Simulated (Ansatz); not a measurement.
# BH8NSSi2: the cost of one run

Program: Ansatz 0.2.0, Gaussian basis. Level of theory: the settings change from run to run. These are calculated values, not measurements.

## (1) The molecule

An earlier PBE0-D4 in a triple-zeta def2 set relaxation fixed the geometry.

13 atoms, charge 0, spin multiplicity 1.

Atoms are counted from 1 here; the program's logs count them from 0.

Bond lengths: B1–Si2 1.942 Å, B1–S4 2.060 Å, B1–H6 1.198 Å, B1–H7 1.199 Å, Si2–N3 1.693 Å, Si2–S4 2.322 Å, Si2–H8 1.481 Å, N3–H9 1.006 Å, N3–H10 1.006 Å, S4–Si5 2.141 Å, Si5–H11 1.482 Å, Si5–H12 1.484 Å, Si5–H13 1.485 Å. Angles: Si2–B1–S4 70.9°, Si2–B1–H6 120.3°, Si2–B1–H7 115.9°, S4–B1–H6 110.3°, S4–B1–H7 107.3°, H6–B1–H7 119.5°, B1–Si2–N3 124.0°, B1–Si2–S4 57.0°, B1–Si2–H8 128.5°, N3–Si2–S4 114.9°, N3–Si2–H8 107.5°, S4–Si2–H8 104.2°, Si2–N3–H9 121.4°, Si2–N3–H10 123.5°, H9–N3–H10 112.8°, B1–S4–Si2 52.2°, B1–S4–Si5 96.3°, Si2–S4–Si5 99.2° and more.

## (2) BHLYP/aug-pcseg-2

This run has D3(BJ) dispersion.

in.yaml

```yaml
crystal:
  periodic: [false, false, false]
  atoms:
    - {symbol: B, position_ang: [-0.929647, 1.152262, -0.223074]}
    - {symbol: Si, position_ang: [0.395479, 0.456469, 1.013884]}
    - {symbol: N, position_ang: [1.710644, 1.350395, 1.593713]}
    - {symbol: S, position_ang: [0.440451, 0.021308, -1.266674]}
    - {symbol: Si, position_ang: [-0.714230, -1.781890, -1.293803]}
    - {symbol: H, position_ang: [-2.016555, 0.652840, -0.288059]}
    - {symbol: H, position_ang: [-0.782544, 2.292526, -0.561610]}
    - {symbol: H, position_ang: [0.456202, -0.883891, 1.641289]}
    - {symbol: H, position_ang: [1.816048, 2.327799, 1.378827]}
    - {symbol: H, position_ang: [2.560139, 0.931773, 1.933217]}
    - {symbol: H, position_ang: [-1.822725, -1.609638, -2.262328]}
    - {symbol: H, position_ang: [-1.259672, -2.043168, 0.061267]}
    - {symbol: H, position_ang: [0.166809, -2.901483, -1.711949]}
basis:
  gaussian: {orbitals: aug-pcseg-2}
hamiltonian: {xc: {name: BHLYP}, dispersion: d3bj}
output: {forces: true}
```

Run with:

```sh
ansatz run in.yaml --threads 4 --pin off --events-out ev --progress --plain --max-ram 10444MiB
```

Q: Estimate wall time and peak memory on 4 threads of Intel Xeon 6975P-C, shared host.

About 9 s, with a peak of 2.4 GiB.
